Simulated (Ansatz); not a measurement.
# CH₄BBrS: basis-set convergence

An exercise on one series of results from a longer session: the logs are not shown, and one member is left open.

The runs use Ansatz 0.2.0, Gaussian basis; one geometry, several basis sets.

Plan: PBE0-D4/def2-SVP; ωB97M-V/def2-SVP; PBE0-D4/def2-QZVPP; ωB97M-V/def2-QZVPP; the functionals' def2-TZVPP values are taken from earlier runs.

### The geometry

All runs share one geometry, relaxed beforehand with PBE0-D4 in a triple-zeta def2 set.

SMILES `CB(S)Br`, 8 atoms, charge 0, spin multiplicity 1.

Atoms are counted from 1 here; the program's logs count them from 0.

Bond lengths: C1–B2 1.556 Å, C1–H5 1.091 Å, C1–H6 1.095 Å, C1–H7 1.095 Å, B2–S3 1.785 Å, B2–Br4 1.930 Å, S3–H8 1.345 Å. Angles: B2–C1–H5 114.0°, B2–C1–H6 109.8°, B2–C1–H7 109.8°, H5–C1–H6 108.5°, H5–C1–H7 108.5°, H6–C1–H7 105.9°, C1–B2–S3 126.2°, C1–B2–Br4 119.2°, S3–B2–Br4 114.6°, B2–S3–H8 96.9°.

As a file:

```xyz
8
CH4BBrS
C    -0.18362    0.89541    0.01884
B    -0.02078   -0.58878   -0.41896
S     0.67265   -1.90817    0.56306
Br   -0.60462   -1.11979   -2.18039
H     0.17390    1.10133    1.02892
H     0.35009    1.54835   -0.67921
H    -1.23707    1.18669   -0.04367
H     0.94165   -1.17215    1.65561
```

Set-up of the first run:

in.yaml

```yaml
crystal:
  periodic: [false, false, false]
  atoms:
    - {symbol: C, position_ang: [-0.183623, 0.895414, 0.018844]}
    - {symbol: B, position_ang: [-0.020778, -0.588784, -0.418960]}
    - {symbol: S, position_ang: [0.672648, -1.908166, 0.563058]}
    - {symbol: Br, position_ang: [-0.604622, -1.119794, -2.180391]}
    - {symbol: H, position_ang: [0.173902, 1.101330, 1.028923]}
    - {symbol: H, position_ang: [0.350088, 1.548351, -0.679213]}
    - {symbol: H, position_ang: [-1.237067, 1.186694, -0.043671]}
    - {symbol: H, position_ang: [0.941652, -1.172146, 1.655608]}
basis:
  gaussian: {orbitals: def2-SVP}
hamiltonian: {xc: pbe0, dispersion: d4}
output: {orbitals: {seedname: orbitals}}
```

On the command line:

```console
$ ansatz run in.yaml --threads 2 --pin off --events-out ev --progress --plain --max-ram 32768MiB --backend cpu
```

Among the steps run: PBE0-D4 in def2-SVP; ωB97M-V in def2-SVP; PBE0-D4 in def2-QZVPP; ωB97M-V in def2-QZVPP.

One table of the session follows, with a row left open; its other results are not shown here.

It belongs to the step «Density functionals: the series». 

```
functional       basis  HOMO (eV)
   PBE0-D4    def2-SVP      -7.86
   PBE0-D4  def2-TZVPP      -7.99
   PBE0-D4  def2-QZVPP          ?
   ωB97M-V    def2-SVP      -9.97
   ωB97M-V  def2-TZVPP     -10.13
   ωB97M-V  def2-QZVPP     -10.15
```

Estimate the missing values for PBE0-D4, def2-QZVPP.

The run gave: HOMO (eV): -8.01. In the column «HOMO (eV)» it lies between ωB97M-V, def2-SVP (-9.97) and PBE0-D4, def2-TZVPP (-7.99).
